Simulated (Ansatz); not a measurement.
# C2H7NSSi: the cost of one run

Method: RKS PBE0/def2-SVP, in Ansatz 0.2.0.

## Step 1: The system as given

Bond lengths: C1–Si2 1.775 Å, Si2–N3 1.692 Å, N3–C4 1.468 Å, Si2–S5 2.108 Å, C4–S5 1.825 Å, C1–H6 1.165 Å, C1–H7 1.061 Å, C1–H8 1.105 Å, Si2–H9 1.522 Å, N3–H10 1.062 Å, C4–H11 1.019 Å, C4–H12 1.136 Å. Angles (14 of 22 angles, heavy atoms first): C1–Si2–N3 113.2°, C1–Si2–S5 115.1°, N3–Si2–S5 77.4°, Si2–N3–C4 100.8°, N3–C4–S5 92.8°, Si2–S5–C4 76.3°, C1–Si2–H9 118.4°, N3–Si2–H9 111.5°, S5–Si2–H9 114.3°, Si2–C1–H6 110.8°, Si2–C1–H7 114.4°, Si2–C1–H8 112.3°, Si2–N3–H10 104.0°, C4–N3–H10 107.2°.

Coordinates:

```xyz
12

C    -1.6004   -0.0059    0.7341
Si    0.1412    0.3227    0.8270
N     1.0753   -0.7776   -0.0568
C     1.0109   -0.1795   -1.3959
S     0.9085    1.5171   -0.7309
H    -2.2149    0.9235    1.0733
H    -1.9280   -0.8110    1.3417
H    -1.9447   -0.1508   -0.3061
H     0.7535    0.6034    2.1918
H     2.0623   -0.6275    0.3062
H     1.7702   -0.3833   -2.0442
H     0.0429   -0.4862   -1.9063
```

## Step 2: Relaxing end A

File input.yaml:

```yaml
crystal:
  periodic: [false, false, false]
  atoms:
    - { symbol: C, position_ang: [-1.6004, -0.0059, 0.7341] }
    - { symbol: Si, position_ang: [0.1412, 0.3227, 0.827] }
    - { symbol: "N", position_ang: [1.0753, -0.7776, -0.0568] }
    - { symbol: C, position_ang: [1.0109, -0.1795, -1.3959] }
    - { symbol: S, position_ang: [0.9085, 1.5171, -0.7309] }
    - { symbol: H, position_ang: [-2.2149, 0.9235, 1.0733] }
    - { symbol: H, position_ang: [-1.928, -0.811, 1.3417] }
    - { symbol: H, position_ang: [-1.9447, -0.1508, -0.3061] }
    - { symbol: H, position_ang: [0.7535, 0.6034, 2.1918] }
    - { symbol: H, position_ang: [2.0623, -0.6275, 0.3062] }
    - { symbol: H, position_ang: [1.7702, -0.3833, -2.0442] }
    - { symbol: H, position_ang: [0.0429, -0.4862, -1.9063] }
basis:
  gaussian: { orbitals: def2-SVP }
hamiltonian:
  xc: pbe0
relax:
  f_tol: 0.02
  max_steps: 50
```

On the command line:

```bash
$ ansatz run input.yaml --threads 2 --pin off --max-ram 3072MiB --backend cpu --events-out ev --progress --plain --runs-dir out
```

What time and memory should one allow on 2 threads of Arm Neoverse V2, shared host?

About 41 s, with a peak of 0.26 GiB.
